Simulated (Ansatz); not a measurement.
# AlH3O3 + H2S: a complex and its separated parts, part 2 of 2

Ansatz 0.2.0, Gaussian basis. Earlier steps stand in the parts before.

## Step 13: CAM-B3LYP-D4/def2-TZVPP

The inputs:

parta/in.yaml

```yaml
crystal:
  periodic: [false, false, false]
  atoms:
    - {symbol: Al, position_ang: [-0.176170, -0.452013, 0.761157]}
    - {symbol: O, position_ang: [1.427204, -0.698463, 1.230998]}
    - {symbol: O, position_ang: [-0.897978, -1.492311, -0.356455]}
    - {symbol: O, position_ang: [-1.057749, 0.834654, 1.408888]}
    - {symbol: H, position_ang: [1.957829, -1.414785, 0.886996]}
    - {symbol: H, position_ang: [-1.802096, -1.385561, -0.646605]}
    - {symbol: H, position_ang: [-0.684577, 1.444048, 2.043229]}
basis:
  gaussian: {orbitals: def2-TZVPP}
hamiltonian: {xc: {name: CAM-B3LYP}, dispersion: d4}
```

partb/in.yaml

```yaml
crystal:
  periodic: [false, false, false]
  atoms:
    - {symbol: S, position_ang: [0.725041, 1.313501, -1.308639]}
    - {symbol: H, position_ang: [-0.494110, 1.512141, -1.831841]}
    - {symbol: H, position_ang: [1.002707, 0.338989, -2.187725]}
basis:
  gaussian: {orbitals: def2-TZVPP}
hamiltonian: {xc: {name: CAM-B3LYP}, dispersion: d4}
```

One command serves all of them, each in its own folder.

The run is started by

```bash
$ ansatz run in.yaml --threads 4 --pin off --events-out ev --progress --plain --max-ram 9574MiB
```

Log of parta, shortened:

```text
Functional definition: CAM-B3LYP
  name "CAM-B3LYP"
  cite "Yanai, Tew & Handy, Chem. Phys. Lett. 393, 51 (2004) doi:10.1016/j.cplett.2004.06.011"
  cite "Iikura, Tsuneda, Yanai & Hirao, J. Chem. Phys. 115, 3540 (2001) doi:10.1063/1.1383587"
  cite "Becke, Phys. Rev. A 38, 3098 (1988) doi:10.1103/PhysRevA.38.3098"
  cite "Lee, Yang & Parr, Phys. Rev. B 37, 785 (1988) doi:10.1103/PhysRevB.37.785"
[...]
  # Exact exchange under (alpha + beta erf(omega r))/r, Becke's under what is left of 1/r.
[...]
918 factors; their error is unknown
225 factors; integrals over basis functions are off by at most 1.0e-5 eV
[...]
mean field -12793.26435255 eV, -470.1437933703 hartree, gradient 3.6e-5 eV, S^2 0.000000; 0 other end points of the search recorded, 0 dependent functions left out
reference -12793.26446655 eV, -470.1437975595 hartree; 20, 20 occupied and 157, 157 virtual orbitals, 918 factors
Total energy: -12793.35070095 eV, -470.1469666153 hartree
```

partb printed, shortened:

```text
[... 6 set-up lines as earlier in the session ...]
[...]
  # Exact exchange under (alpha + beta erf(omega r))/r, Becke's under what is left of 1/r.
[...]
414 factors; their error is unknown
87 factors; integrals over basis functions are off by at most 9.9e-5 eV
[...]
mean field -10868.61805599 eV, -399.4143465438 hartree, gradient 1.9e-5 eV, S^2 0.000000; 0 other end points of the search recorded, 0 dependent functions left out
reference -10868.61813308 eV, -399.4143493767 hartree; 9, 9 occupied and 61, 61 virtual orbitals, 414 factors
Total energy: -10868.63008864 eV, -399.4147887356 hartree
```

They took 1.5 s (parta), 0.3 s (partb) on 4 threads of Arm Neoverse V1, shared host.

## Step 14: wB97X-V/def2-TZVPP

The same edit goes into each in.yaml of step 13 (parta, partb):

```diff
-hamiltonian: {xc: {name: CAM-B3LYP}, dispersion: d4}
+hamiltonian: {xc: {name: wB97X-V}}
```

One command serves all of them, each in its own folder.

The run is started by

```bash
$ ansatz run in.yaml --threads 4 --pin off --events-out ev --progress --plain --max-ram 9574MiB
```

Output in parta, shortened:

```text
Functional definition: wB97X-V
  name "wB97X-V"
  cite "Mardirossian & Head-Gordon, Phys. Chem. Chem. Phys. 16, 9904 (2014) doi:10.1039/C3CP54374A"
[... 2 set-up lines as earlier in the session ...]
[...]
      + integral(e_c_pw_opposite_spin*poly(b97_u_opposite, cos0, cos1)) + vv10(b, c)
918 factors; their error is unknown
207 factors; integrals over basis functions are off by at most 7.7e-6 eV
[...]
mean field -12791.56731485 eV, -470.0814283849 hartree, gradient 2.4e-5 eV, S^2 0.000000; 0 other end points of the search recorded, 0 dependent functions left out
reference -12791.56731290 eV, -470.0814283134 hartree; 20, 20 occupied and 157, 157 virtual orbitals, 918 factors
Total energy: -12791.56731290 eV, -470.0814283134 hartree
```

Log of partb, shortened:

```text
[... 5 set-up lines as earlier in the session ...]
[...]
      + integral(e_c_pw_opposite_spin*poly(b97_u_opposite, cos0, cos1)) + vv10(b, c)
409 factors; their error is unknown
87 factors; integrals over basis functions are off by at most 4.4e-5 eV
[...]
mean field -10866.66386158 eV, -399.3425312239 hartree, gradient 7.8e-5 eV, S^2 0.000000; 0 other end points of the search recorded, 0 dependent functions left out
reference -10866.66386042 eV, -399.3425311811 hartree; 9, 9 occupied and 61, 61 virtual orbitals, 409 factors
Total energy: -10866.66386042 eV, -399.3425311811 hartree
```

Times: 3.7 s (parta), 0.55 s (partb) on 4 threads of Arm Neoverse V1, shared host.

## Step 15: wB97M-V/def2-TZVPP

Each input of step 14 (parta, partb) changes in the same lines:

```diff
-hamiltonian: {xc: {name: wB97X-V}}
+hamiltonian: {xc: {name: wB97M-V}}
```

One command serves all of them, each in its own folder.

The run is started by

```bash
$ ansatz run in.yaml --threads 4 --pin off --events-out ev --progress --plain --max-ram 9574MiB
```

Output in parta, shortened:

```text
Functional definition: wB97M-V
  name "wB97M-V"
  cite "Mardirossian & Head-Gordon, J. Chem. Phys. 144, 214110 (2016) doi:10.1063/1.4952647"
[... 2 set-up lines as earlier in the session ...]
  # Of w^i u^j: cxij and so on, Table III.
[...]
  gx(w, u) = 1 - cx + cx01*u + cx10*w
[...]
      + integral(e_c_pw_mod_opposite_spin*gos(b97_w_opposite, b97_u_opposite)) + vv10(b, c)
902 factors; their error is unknown
207 factors; integrals over basis functions are off by at most 7.7e-6 eV
[...]
mean field -12792.70999197 eV, -470.1234209946 hartree, gradient 7.2e-6 eV, S^2 0.000000; 0 other end points of the search recorded, 0 dependent functions left out
reference -12792.71003973 eV, -470.1234227497 hartree; 20, 20 occupied and 157, 157 virtual orbitals, 902 factors
Total energy: -12792.71003973 eV, -470.1234227497 hartree
```

Output in partb, shortened:

```text
[... 5 set-up lines as earlier in the session ...]
  # Of w^i u^j: cxij and so on, Table III.
[...]
  gx(w, u) = 1 - cx + cx01*u + cx10*w
[...]
      + integral(e_c_pw_mod_opposite_spin*gos(b97_w_opposite, b97_u_opposite)) + vv10(b, c)
409 factors; their error is unknown
87 factors; integrals over basis functions are off by at most 4.4e-5 eV
[...]
mean field -10867.51054528 eV, -399.3736462757 hartree, gradient 7.9e-6 eV, S^2 0.000000; 0 other end points of the search recorded, 0 dependent functions left out
reference -10867.51057345 eV, -399.3736473110 hartree; 9, 9 occupied and 61, 61 virtual orbitals, 409 factors
Total energy: -10867.51057345 eV, -399.3736473110 hartree
```

They took 4.1 s (parta), 0.65 s (partb) on 4 threads of Arm Neoverse V1, shared host.

## Step 16: B2PLYP/def2-TZVPP

Each input of step 15 (parta, partb) changes in the same lines:

```diff
-hamiltonian: {xc: {name: wB97M-V}}
+hamiltonian: {xc: {name: B2PLYP}}
```

Each run has its own folder and the same command.

The run is started by

```bash
$ ansatz run in.yaml --threads 4 --pin off --events-out ev --progress --plain --max-ram 9574MiB
```

Log of parta, shortened:

```text
Functional definition: B2PLYP
  name "B2PLYP"
  cite "Grimme, J. Chem. Phys. 124, 034108 (2006) doi:10.1063/1.2148954"
[... 2 set-up lines as earlier in the session ...]
[...]
1099 factors; integrals over basis functions are off by at most 6.0e-4 eV
[...]
mean field -12780.93187267 eV, -469.6905830939 hartree, gradient 3.9e-6 eV, S^2 0.000000; 0 other end points of the search recorded, 0 dependent functions left out
8 core orbitals not correlated: weight in the atoms' cores, before any rotation towards them, 1.000 or more for the frozen orbitals, at most 0.000 for the correlated occupied ones
reference -12780.93201775 eV, -469.6905884255 hartree; 12, 12 occupied and 157, 157 virtual orbitals, 1099 factors
second order -26.16813644 eV of doubles, -0.00000000 eV of singles
Total energy: -12787.99741459 eV, -469.9502369702 hartree
```

Log of partb, shortened:

```text
[... 5 set-up lines as earlier in the session ...]
[...]
386 factors; integrals over basis functions are off by at most 1.1e-3 eV
[...]
mean field -10863.10100439 eV, -399.2115986370 hartree, gradient 4.0e-6 eV, S^2 0.000000; 0 other end points of the search recorded, 0 dependent functions left out
5 core orbitals not correlated: weight in the atoms' cores, before any rotation towards them, 1.000 or more for the frozen orbitals, at most 0.000 for the correlated occupied ones
reference -10863.10110429 eV, -399.2116023083 hartree; 4, 4 occupied and 61, 61 virtual orbitals, 386 factors
second order -6.35695611 eV of doubles, -0.00000000 eV of singles
Total energy: -10864.81748244 eV, -399.2746780419 hartree
```

They took 2.1 s (parta), 0.35 s (partb) on 4 threads of Arm Neoverse V1, shared host.

## Step 17: PBE-QIDH/def2-TZVPP

Each input of step 16 (parta, partb) changes in the same lines:

```diff
-hamiltonian: {xc: {name: B2PLYP}}
+hamiltonian: {xc: {name: PBE-QIDH}}
```

Each run has its own folder and the same command.

The run is started by

```bash
$ ansatz run in.yaml --threads 4 --pin off --events-out ev --progress --plain --max-ram 9574MiB
```

Log of parta, shortened:

```text
Functional definition: PBE-QIDH
  name "PBE-QIDH"
  cite "Brémond, Sancho-García, Pérez-Jiménez & Adamo, J. Chem. Phys. 141, 031101 (2014) doi:10.1063/1.4890314"
[... 1 set-up line as earlier in the session ...]
[...]
1099 factors; integrals over basis functions are off by at most 6.0e-4 eV
[...]
mean field -12773.97694370 eV, -469.4349941686 hartree, gradient 5.9e-6 eV, S^2 0.000000; 0 other end points of the search recorded, 0 dependent functions left out
8 core orbitals not correlated: weight in the atoms' cores, before any rotation towards them, 1.000 or more for the frozen orbitals, at most 0.000 for the correlated occupied ones
reference -12773.97695533 eV, -469.4349945960 hartree; 12, 12 occupied and 157, 157 virtual orbitals, 1099 factors
second order -24.30921981 eV of doubles, -0.00000000 eV of singles
Total energy: -12782.08002860 eV, -469.7327770462 hartree
```

Output in partb, shortened:

```text
[... 4 set-up lines as earlier in the session ...]
[...]
386 factors; integrals over basis functions are off by at most 1.1e-3 eV
[...]
mean field -10860.20493626 eV, -399.1051700964 hartree, gradient 1.1e-6 eV, S^2 0.000000; 0 other end points of the search recorded, 0 dependent functions left out
5 core orbitals not correlated: weight in the atoms' cores, before any rotation towards them, 1.000 or more for the frozen orbitals, at most 0.000 for the correlated occupied ones
reference -10860.20494305 eV, -399.1051703457 hartree; 4, 4 occupied and 61, 61 virtual orbitals, 386 factors
second order -5.89922930 eV of doubles, -0.00000000 eV of singles
Total energy: -10862.17135281 eV, -399.1774345717 hartree
```

Times: 2.1 s (parta), 0.35 s (partb) on 4 threads of Arm Neoverse V1, shared host.

## Step 18: RPA on PBE/def2-TZVPP

The same edit goes into each in.yaml of step 17 (parta, partb):

```diff
-hamiltonian: {xc: {name: PBE-QIDH}}
+hamiltonian: {xc: pbe}
+correlation: {method: rpa}
```

Each run has its own folder and the same command.

The run is started by

```bash
$ ansatz run in.yaml --threads 4 --pin off --events-out ev --progress --plain --max-ram 9574MiB
```

parta printed, shortened:

```text
[... 4 set-up lines as earlier in the session ...]
[...]
1099 factors; integrals over basis functions are off by at most 6.0e-4 eV
[...]
mean field -12784.52291555 eV, -469.8225514857 hartree, gradient 5.6e-6 eV, S^2 0.000000; 0 other end points of the search recorded, 0 dependent functions left out
8 core orbitals not correlated: weight in the atoms' cores, before any rotation towards them, 1.000 or more for the frozen orbitals, at most 0.000 for the correlated occupied ones
reference -12748.79857288 eV, -468.5097061071 hartree; 12, 12 occupied and 157, 157 virtual orbitals, 1099 factors
Total energy: -12781.90541411 eV, -469.7263600821 hartree
```

Log of partb, shortened:

```text
[... 4 set-up lines as earlier in the session ...]
[...]
386 factors; integrals over basis functions are off by at most 1.1e-3 eV
[...]
mean field -10863.54275196 eV, -399.2278325607 hartree, gradient 2.8e-6 eV, S^2 0.000000; 0 other end points of the search recorded, 0 dependent functions left out
5 core orbitals not correlated: weight in the atoms' cores, before any rotation towards them, 1.000 or more for the frozen orbitals, at most 0.000 for the correlated occupied ones
reference -10849.04783180 eV, -398.6951540699 hartree; 4, 4 occupied and 61, 61 virtual orbitals, 386 factors
Total energy: -10858.41208060 eV, -399.0392838660 hartree
```

They took 2.3 s (parta), 0.35 s (partb) on 4 threads of Arm Neoverse V1, shared host.

## Step 19: CCSD(T)/def2-TZVPP

The same edit goes into each in.yaml of step 18 (parta, partb):

```diff
-hamiltonian: {xc: pbe}
-correlation: {method: rpa}
+correlation: {method: ccsd_t}
```

The same command starts each run, in its folder.

The run is started by

```bash
$ ansatz run in.yaml --threads 4 --pin off --events-out ev --progress --plain --max-ram 9574MiB
```

parta printed, shortened:

```text
Functional definition: HF
  name "HF"
  cite "Fock, Z. Phys. 61, 126 (1930) doi:10.1007/BF01340294"
[... 1 set-up line as earlier in the session ...]
[...]
1099 factors; integrals over basis functions are off by at most 6.0e-4 eV
[...]
mean field -12750.04041197 eV, -468.5553428519 hartree, gradient 2.1e-6 eV, S^2 0.000000; 0 other end points of the search recorded, 0 dependent functions left out
8 core orbitals not correlated: weight in the atoms' cores, before any rotation towards them, 1.000 or more for the frozen orbitals, at most 0.000 for the correlated occupied ones
reference -12750.04041197 eV, -468.5553428519 hartree; 12, 12 occupied and 157, 157 virtual orbitals, 1099 factors
second order -21.82980127 eV of doubles, -0.00000000 eV of singles
cycle   1  -21.48791842 eV  change    3.4e-1 eV  update   9.3e-2
[...]
cycle   9  -22.01224766 eV  change   -9.3e-6 eV  update   1.9e-5
perturbative correction -0.74110832 eV, -0.0272352283 hartree
Total energy: -12772.79376795 eV, -469.3915132614 hartree
```

Output in partb, shortened:

```text
[... 4 set-up lines as earlier in the session ...]
[...]
386 factors; integrals over basis functions are off by at most 1.1e-3 eV
[...]
mean field -10849.38766294 eV, -398.7076426341 hartree, gradient 1.3e-6 eV, S^2 0.000000; 0 other end points of the search recorded, 0 dependent functions left out
5 core orbitals not correlated: weight in the atoms' cores, before any rotation towards them, 1.000 or more for the frozen orbitals, at most 0.000 for the correlated occupied ones
reference -10849.38766294 eV, -398.7076426341 hartree; 4, 4 occupied and 61, 61 virtual orbitals, 386 factors
second order -5.20099200 eV of doubles, -0.00000000 eV of singles
cycle   1  -5.68445665 eV  change   -4.8e-1 eV  update   4.9e-2
[...]
cycle   8  -5.86298970 eV  change    2.9e-6 eV  update   5.9e-6
perturbative correction -0.21794383 eV, -0.0080092880 hartree
Total energy: -10855.46859647 eV, -398.9311128194 hartree
```

Times: 22 s (parta), 0.3 s (partb) on 4 threads of Arm Neoverse V1, shared host; peak memory 1.7 GiB.

## Step 20: Vibrations of AlH3O3

Contents of vib-parta/in.yaml:

```yaml
crystal:
  periodic: [false, false, false]
  atoms:
    - {symbol: Al, position_ang: [-0.176170, -0.452013, 0.761157]}
    - {symbol: O, position_ang: [1.427204, -0.698463, 1.230998]}
    - {symbol: O, position_ang: [-0.897978, -1.492311, -0.356455]}
    - {symbol: O, position_ang: [-1.057749, 0.834654, 1.408888]}
    - {symbol: H, position_ang: [1.957829, -1.414785, 0.886996]}
    - {symbol: H, position_ang: [-1.802096, -1.385561, -0.646605]}
    - {symbol: H, position_ang: [-0.684577, 1.444048, 2.043229]}
basis:
  gaussian: {orbitals: def2-TZVP}
hamiltonian: {xc: pbe0, dispersion: d4}
phonons: {temperatures: {t_min: 298.15, t_max: 900, t_step: 200}}
```

The run is started by

```bash
$ ansatz run in.yaml --threads 4 --pin off --events-out ev --progress --plain --max-ram 9574MiB
```

What it wrote, shortened:

```text
[... 5 set-up lines as earlier in the session ...]
[...]
864 factors; their error is unknown
[...]
mean field -12784.95302573 eV, -469.8383577430 hartree, gradient 4.7e-5 eV, S^2 0.000000; 0 other end points of the search recorded, 0 dependent functions left out
[...]
Atom 4 at     1.957829    -1.414785     0.886996 Å, force    -0.000021     0.000060     0.000002 eV/Å
Atom 5 at    -1.802096    -1.385561    -0.646605 Å, force     0.000013     0.000084     0.000024 eV/Å
Atom 6 at    -0.684577     1.444048     2.043229 Å, force     0.000208    -0.000092    -0.000062 eV/Å
Dipole moment:    -0.000104    -0.000003     0.000084 e Å
Vibrations: 222.89 222.93 283.57 324.57 353.58 353.76 636.62 651.08 651.18 712.14 944.79 944.81 3963.97 3964.01 3965.29 cm⁻¹, zero-point energy 1.127958 eV
```

Run time: 39 s. Hardware: 4 threads of Arm Neoverse V1, shared host.

The modes, with what each moves most:

```
mode  wavenumber (cm⁻¹)     character
   1                223          bend
   2                223          bend
   3                284       torsion
   4                325       torsion
   5                354       torsion
   6                354       torsion
   7                637          bend
   8                651          bend
   9                651          bend
  10                712  Al–O stretch
  11                945  Al–O stretch
  12                945  Al–O stretch
  13               3964   O–H stretch
  14               3964   O–H stretch
  15               3965   O–H stretch
```

Vibrational sums (real modes only):

```csv
T (K),entropy (J/mol/K),heat capacity (J/mol/K)
298,44.5,61.0
498,81.2,80.9
698,110.1,89.6
898,133.3,94.8
```

## Step 21: Vibrations of H2S

Contents of vib-partb/in.yaml:

```yaml
crystal:
  periodic: [false, false, false]
  atoms:
    - {symbol: S, position_ang: [0.725041, 1.313501, -1.308639]}
    - {symbol: H, position_ang: [-0.494110, 1.512141, -1.831841]}
    - {symbol: H, position_ang: [1.002707, 0.338989, -2.187725]}
basis:
  gaussian: {orbitals: def2-TZVP}
hamiltonian: {xc: pbe0, dispersion: d4}
phonons: {temperatures: {t_min: 298.15, t_max: 900, t_step: 200}}
```

The run is started by

```bash
$ ansatz run in.yaml --threads 4 --pin off --events-out ev --progress --plain --max-ram 9574MiB
```

What it wrote, shortened:

```text
[... 5 set-up lines as earlier in the session ...]
[...]
359 factors; their error is unknown
[...]
mean field -10864.45046232 eV, -399.2611903014 hartree, gradient 4.8e-5 eV, S^2 0.000000; 0 other end points of the search recorded, 0 dependent functions left out
[...]
Total energy: -10864.46265865 eV, -399.2616385081 hartree
Atom 0 at     0.725041     1.313501    -1.308639 Å, force    -0.002559    -0.002441    -0.004168 eV/Å
Atom 1 at    -0.494110     1.512141    -1.831841 Å, force     0.002288     0.000326     0.001732 eV/Å
Atom 2 at     1.002707     0.338989    -2.187725 Å, force     0.000271     0.002115     0.002436 eV/Å
Dipole moment:    -0.122593    -0.101026    -0.182593 e Å
Vibrations: 1209.19 2723.59 2738.85 cm⁻¹, zero-point energy 0.413588 eV
```

Run time: 1.5 s. Hardware: 4 threads of Arm Neoverse V1, shared host.

Wavenumbers and character of the modes:

| mode | wavenumber (cm⁻¹) | character |
| --- | --- | --- |
| 1 | 1209 | bend |
| 2 | 2724 | S–H stretch |
| 3 | 2739 | S–H stretch |

Vibrational sums (real modes only):

```csv
T (K),entropy (J/mol/K),heat capacity (J/mol/K)
298,0.2,0.8
498,1.2,3.7
698,3.0,7.0
898,5.1,10.2
```

## Step 22: Complex less separated parts

The complex's own energies come from single points at the same levels.

Rows are in def2-TZVPP; times add the 3 runs of a level on a shared host, so small differences are noise.

Differences are taken before rounding.

```csv
method,rung,complex less parts (kcal/mol),from CCSD(T) (kcal/mol),time
SPW92,LDA,-16.1,-5.6,2 s
PBE-D4,GGA,-12.4,-1.9,3.2 s
BLYP-D4,GGA,-10.5,+0.1,3.1 s
r2SCAN-D4,meta-GGA,-12.3,-1.8,6.7 s
B97M-V,meta-GGA,-10.6,-0.1,14 s
PBE0-D4,hybrid,-12.4,-1.9,4.8 s
B3LYP-D4,hybrid,-10.9,-0.4,4.4 s
r2SCAN0-D4,hybrid,-12.3,-1.8,7.7 s
BHLYP-D4,hybrid,-11.5,-1.0,4.6 s
CAM-B3LYP-D4,range-separated hybrid,-11.0,-0.5,5.1 s
wB97X-V,range-separated hybrid,-11.5,-1.0,12 s
wB97M-V,range-separated hybrid,-11.4,-0.9,14 s
B2PLYP,double hybrid,-8.9,+1.7,8.5 s
PBE-QIDH,double hybrid,-11.3,-0.8,8.5 s
RPA on PBE,RPA,-9.6,+0.9,9.1 s
Hartree-Fock,wavefunction,-5.4,+5.1,
MP2,wavefunction,-10.7,-0.1,
CCSD,wavefunction,-9.6,+0.9,
CCSD(T),wavefunction,-10.5,0,2.9 min
```

Among the levels timed on like hardware and quicker than the yardstick, those that no quicker one beats, quickest first: SPW92 (2 s, -5.6 kcal/mol); BLYP-D4 (3.1 s, +0.1 kcal/mol).

BLYP-D4 reaches 0.1 kcal/mol from the reference in 3.1 s, where CCSD(T) took 2.9 min; the quickest level in the cost chart, SPW92, takes 2 s and misses by 5.6 kcal/mol.

The complex's zero-point energy, from a separate PBE0-D4 run, is 1.606 eV.

## Step 23: What came out

The summary covers parts 1 to 2.

```
                              quantity           value
complex less parts, CCSD(T)/def2-TZVPP  -10.5 kcal/mol
                with zero-point energy   -9.0 kcal/mol
                 largest T1 diagnostic           0.012
```

In words: At CCSD(T) the complex lies 10.5 kcal/mol below its parts. Among the functionals BLYP-D4 lands nearest to CCSD(T) (+0.1 kcal/mol) and SPW92 farthest (-5.6 kcal/mol). B97M-V is as near within the digits shown. Mean unsigned error by rung: LDA 5.6, GGA 1.0, meta-GGA 0.9, hybrid 1.3, range-separated hybrid 0.8, double hybrid 1.2 kcal/mol. PBE-D4 gives a relative energy 1.9 kcal/mol too low, outside chemical accuracy (1 kcal/mol). No counterpoise was applied, and triple zeta lacks some correlation, so the CCSD(T) reference has a basis error of its own, and close matches with it are partly luck.
